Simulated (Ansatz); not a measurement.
# The pair Br···H₅NSi, charge −1: a pair, distance and slip

A grid of calculations on the pair Br···H₅NSi, charge −1, to see where the energy is lowest and how it rises around there.

The runs use Ansatz 0.2.0; RKS PBE0-D4/def2-SVPD.

## Step 1: Where the work starts

8 atoms, charge -1, spin multiplicity 1.

Atoms are counted from 1 here; the program's logs count them from 0.

Bond lengths: Si2–N3 1.736 Å, Si2–H4 1.505 Å, Si2–H5 1.515 Å, Si2–H6 1.519 Å, N3–H7 1.022 Å, N3–H8 1.051 Å. Angles: N3–Si2–H4 109.8°, N3–Si2–H5 108.5°, N3–Si2–H6 118.7°, H4–Si2–H5 108.0°, H4–Si2–H6 106.3°, H5–Si2–H6 105.0°, Si2–N3–H7 116.7°, Si2–N3–H8 116.5°, H7–N3–H8 108.4°.

As a file:

```
Br   -0.91582   -1.57167   -2.93092
Si    0.38170    0.01485    0.96643
N    -0.07444    0.68474   -0.56925
H     1.65337   -0.77746    0.81986
H     0.64890    1.15433    1.92828
H    -0.60341   -0.88822    1.68934
H    -0.81997    1.38445   -0.56273
H    -0.27034   -0.00112   -1.34112
```

This geometry comes from a loose relaxation at PBE in a small basis, which is not shown.

## Step 5: Setting up the map

First coordinate, separation of H8 and Br1 along their line in the relaxed pair: 11 values from 1.986 to 3.986 Å. Second coordinate, sideways slip of Br1: 11 values from −2.20 Å.

Nothing else is relaxed (both partners rigid). Energies count from the ion and the molecule far apart, frozen as in the relaxed pair, each in its own basis (no counterpoise correction). Points are written as (first, second).

(The set-up runs are not shown.)

## Step 6: Point (2.357 Å, 0.00 Å)

input.yaml reads:

```yaml
crystal:
  periodic: [false, false, false]
  atoms:
    - { symbol: Br, position_ang: [-0.913518, -1.591543, -2.926129] }
    - { symbol: Si, position_ang: [0.380818, 0.013963, 0.961842] }
    - { symbol: "N", position_ang: [-0.084103, 0.682278, -0.5553] }
    - { symbol: H, position_ang: [1.645697, -0.770069, 0.815411] }
    - { symbol: H, position_ang: [0.643482, 1.143615, 1.920471] }
    - { symbol: H, position_ang: [-0.597934, -0.886345, 1.670793] }
    - { symbol: H, position_ang: [-0.802104, 1.396515, -0.554849] }
    - { symbol: H, position_ang: [-0.270339, 0.016483, -1.327372] }
total_charge: -1
basis:
  gaussian: { orbitals: def2-SVPD }
hamiltonian:
  xc: pbe0
  dispersion: d4
output:
  forces: true
```

Launch:

```bash
$ ansatz run input.yaml --threads 1 --pin off --max-ram 2560MiB --backend cpu --events-out ev --progress --plain --runs-dir out
```

Further runs follow: the other points that were computed.

Q: Predict the outcome of this session. Wanted: lowest point; highest computed point; largest force on an atom.

As calculated:

| quantity | value |
| --- | --- |
| lowest point | (2.357 Å, 0.00 Å), −4596 cm⁻¹ |
| highest computed point | (3.986 Å, 2.20 Å), 3216 cm⁻¹ above the lowest |
| largest force on an atom (eV/Å) | 0.01 at (2.357 Å, 0.00 Å) to 1.15 at (3.986 Å, 2.20 Å); 0.01 at the lowest point |
| time for the whole task | 13 min on 1 thread, shared host |

In words: The lowest computed point is at (2.357 Å, 0.00 Å), −4596 cm⁻¹ from the ion and the molecule far apart, frozen as in the relaxed pair, each in its own basis (no counterpoise correction). The grid shows no other well, apart from its symmetry copies. The highest computed point, (3.986 Å, 2.20 Å), lies 3216 cm⁻¹ above the lowest. Round the minimum the two coordinates are nearly uncoupled. No counterpoise correction was made, so wells between separate parts tend to come out somewhat too deep.
